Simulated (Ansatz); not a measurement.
# BH3Se: up Jacob's ladder to CCSD(T)

An exercise on one series of results from a longer session: the logs are not shown, and one member is left open.

Program: Ansatz 0.2.0, Gaussian basis. Level of theory: functionals in def2-TZVPP, the program's frozen cores in correlated methods. These are calculated values, not measurements.

Plan: LDA (SPW92), PBE-D4, revPBE-D4, BLYP-D4, r2SCAN-D4, B97M-V, PBE0-D4, B3LYP-D4, r2SCANh-D4, r2SCAN0-D4, HSE06-D4, BHLYP-D4, CAM-B3LYP-D4, LC-ωPBE, ωB97X-V, ωB97M-V, B2PLYP, PBE-QIDH; CCSD(T)/def2-SVP; CCSD(T)/def2-TZVPP; CCSD(T)/def2-QZVPP; extrapolation to the limit; RPA on PBE.

### The geometry

All runs share one geometry, relaxed beforehand with PBE0-D4 in a triple-zeta def2 set.

SMILES `B[SeH]`, 5 atoms, charge 0, spin multiplicity 1.

Atoms are counted from 1 here; the program's logs count them from 0.

Bond lengths: B1–Se2 1.899 Å, B1–H3 1.189 Å, B1–H4 1.191 Å, Se2–H5 1.470 Å. Angles: Se2–B1–H3 121.0°, Se2–B1–H4 115.7°, H3–B1–H4 123.2°, B1–Se2–H5 97.7°.

The first run:

Input file in.yaml:

```yaml
crystal:
  periodic: [false, false, false]
  atoms:
    - {symbol: B, position_ang: [-0.114826, -0.638031, 0.043382]}
    - {symbol: Se, position_ang: [1.035340, 0.860511, -0.146800]}
    - {symbol: H, position_ang: [-1.292959, -0.499880, 0.125436]}
    - {symbol: H, position_ang: [0.421553, -1.700880, 0.073370]}
    - {symbol: H, position_ang: [0.000793, 1.904780, -0.136888]}
basis:
  gaussian: {orbitals: def2-TZVPP}
hamiltonian: {xc: lda}
output: {orbitals: {seedname: orbitals}}
```

Steps of the session up to this table: LDA; PBE-D4 (GGA); revPBE-D4 (GGA); BLYP-D4 (GGA); r2SCAN-D4 (meta-GGA); B97M-V (meta-GGA); PBE0-D4 (hybrid); B3LYP-D4 (hybrid); r2SCANh-D4 (hybrid); r2SCAN0-D4 (hybrid); HSE06-D4 (hybrid); BHLYP-D4 (hybrid); CAM-B3LYP-D4 (range-separated); LC-ωPBE-D4 (range-separated; the results give it without D4); ωB97X-V (range-separated); ωB97M-V (range-separated); B2PLYP (double hybrid); PBE-QIDH (double hybrid).

One table of the session follows, with a row left open; its other results are not shown here.

It belongs to the step «Orbital energies across the functionals». 

```
  functional  HOMO (eV)  LUMO (eV)  gap (eV)
 LDA (SPW92)      -7.06      -2.64      4.42
      PBE-D4      -6.89      -2.40      4.49
   revPBE-D4      -6.83      -2.30      4.53
     BLYP-D4      -6.70      -2.23      4.47
   r2SCAN-D4      -7.12      -2.08      5.04
      B97M-V      -7.12      -2.12      5.00
     PBE0-D4      -7.93      -1.47      6.46
    B3LYP-D4      -7.69      -1.66      6.03
  r2SCANh-D4          ?          ?         ?
  r2SCAN0-D4      -8.09      -1.28      6.81
    HSE06-D4      -7.54      -1.86      5.68
    BHLYP-D4      -8.80      -0.46      8.35
CAM-B3LYP-D4      -9.17      -0.38      8.79
     LC-ωPBE     -10.52       0.73     11.26
     ωB97X-V     -10.17       0.67     10.84
     ωB97M-V     -10.06       0.46     10.53
```

Estimate the missing values for r2SCANh-D4.

Worked estimate for «HOMO (eV)». Against the share of exact exchange, r2SCAN-D4 (0, -7.12), r2SCAN0-D4 (0.25, -8.09) give a slope of -3.88 per unit share; at 0.1 the line stands at -7.51.

The run gave: HOMO (eV): -7.51; LUMO (eV): -1.76; gap (eV): 5.75. In «HOMO (eV)» the line misses by 0.00.
